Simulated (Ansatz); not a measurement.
Task: Wannier functions of the valence bands of RbSrCl₃, space group Pm-3m, with Ansatz 0.2.0, Python API. Give the script and its output. Level of theory: r2SCAN, PAW, cutoff 558 eV, 4×4×4 k-points, fixed occupations.

The script reads `POSCAR_rbsrcl3`:
```text
RbSrCl3
1.0
   5.69630400    0.00000000    0.00000000
   0.00000000    5.69630400    0.00000000
   0.00000000    0.00000000    5.69630400
Rb Sr Cl
1 1 3
Direct
   0.50000000    0.50000000    0.50000000
   0.00000000    0.00000000    0.00000000
   0.50000000    0.00000000    0.00000000
   0.00000000    0.50000000    0.00000000
   0.00000000    0.00000000    0.50000000
```

`wannier.py`
```python
"""Localising the top valence bands of RbSrCl3."""

from pathlib import Path

import ansatz as az
from ase.io import read
import tomllib


def main() -> None:
    atoms = read("POSCAR_rbsrcl3", format="vasp")
    crystal = az.Crystal.from_ase(atoms)

    calculation = (
        crystal.calculation()
        .basis(41 * az.Ry)
        .kpoints(4)
        .functional(az.Functional.R2SCAN)
        .scf(max_iterations=70)
        .occupations("fixed")
        .wannier(mesh=(4, 4, 4), projections=[az.TrialShell("Cl", "p")], minimise=True)
    )
    out = calculation.run(runs_dir="w90")
    spreads = tomllib.loads(Path(out.output_folder, "results", "wannier.spreads.toml").read_text())
    print("converged:", spreads["converged"], "in", spreads["n_iter"], "steps; least projectability", round(spreads["least_projectability"], 3))
    print("invariant, diagonal, off-diagonal spread (A^2):", *(round(spreads[k], 4) for k in ("omega_i_ang2", "omega_d_ang2", "omega_od_ang2")))
    for function in spreads["wannier"]:
        print("centre", [round(v, 3) for v in function["r"]], "spread", round(function["spread"], 4))


if __name__ == "__main__":
    main()
```

`python wannier.py` gives:
```text
converged: True in 7 steps; least projectability 0.963
invariant, diagonal, off-diagonal spread (A^2): 12.929 0.0 0.0132
centre [0.0, 2.848, 0.0] spread 1.3955
centre [2.848, -0.0, -0.0] spread 1.3955
centre [2.848, -0.0, -0.0] spread 1.3955
centre [0.0, 0.0, 2.848] spread 1.3955
centre [-0.0, 2.848, -0.0] spread 1.3955
centre [-0.0, -0.0, 2.848] spread 1.3955
centre [2.848, -0.0, -0.0] spread 1.523
centre [0.0, 2.848, 0.0] spread 1.523
centre [0.0, 0.0, 2.848] spread 1.523
```

The structure comes from a database of computed cells and needn't be a stable or known phase. Timing: 40 s on 1 thread of Arm Neoverse N1, on a shared host, peak memory 0.81 GiB.
